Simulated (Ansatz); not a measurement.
**H3SeO+ (SMILES [OH2+][SeH]): single points off equilibrium**

One table from this session's results is given with a row withheld; the runs are named, their logs left out.

The runs use Ansatz 0.2.0, Gaussian basis; single points in def2-TZVPP.

Cores are frozen in the correlated methods. Filled d shells of the heavier atoms are correlated.

**The starting structure**

5 atoms, charge 1, spin multiplicity 1.

Atoms are counted from 1 here; the program's logs count them from 0.

Bond lengths: O1–H3 1.022 Å, O1–H4 1.041 Å, Se2–H5 1.499 Å. Angles: H3–O1–H4 110.6°.

Coordinates:

```xyz
5
charge 1, multiplicity 1
O    -0.4306   -0.5315    0.0403
Se    1.1430    0.8772    0.1569
H    -0.8778   -0.7242    0.9393
H    -0.1693   -1.4191   -0.4374
H     0.3367    1.8123   -0.6926
```

Set-up of the first run:

Contents of run/in.yaml:

```yaml
crystal:
  periodic: [false, false, false]
  atoms:
    - {symbol: O, position_ang: [-0.430600, -0.531500, 0.040300]}
    - {symbol: Se, position_ang: [1.143000, 0.877200, 0.156900]}
    - {symbol: H, position_ang: [-0.877800, -0.724200, 0.939300]}
    - {symbol: H, position_ang: [-0.169300, -1.419100, -0.437400]}
    - {symbol: H, position_ang: [0.336700, 1.812300, -0.692600]}
basis:
  gaussian: {orbitals: def2-TZVPP}
total_charge: 1
correlation: {method: ccsd_t}
output: {forces: true}
```

No record of the launch command was kept for these runs.

Steps of the session up to this table: CCSD(T)/def2-TZVPP; PBE0-D4/def2-TZVPP; wB97M-V/def2-TZVPP; r2SCAN-D4/def2-TZVPP; PBE-D4/def2-TZVPP; LC-wPBE/def2-TZVPP; SPW92/def2-TZVPP.

One table of the session follows, with a row left open; its other results are not shown here.

```
   method  RMS force component (eV/Å)  angle to CCSD(T) forces (°)
  CCSD(T)                       1.089                    reference
  PBE0-D4                       1.116                          3.2
  wB97M-V                       1.106                          2.6
r2SCAN-D4                           ?                            ?
   PBE-D4                       0.862                          8.6
  LC-wPBE                       1.166                          5.0
    SPW92                       0.886                         15.2
```

**Question.** Estimate the row for r2SCAN-D4.

The run gave: RMS force component (eV/Å): 1.039; angle to CCSD(T) forces (°): 3.0. In the column «RMS force component (eV/Å)» it lies between SPW92 (0.886) and CCSD(T) (1.089).
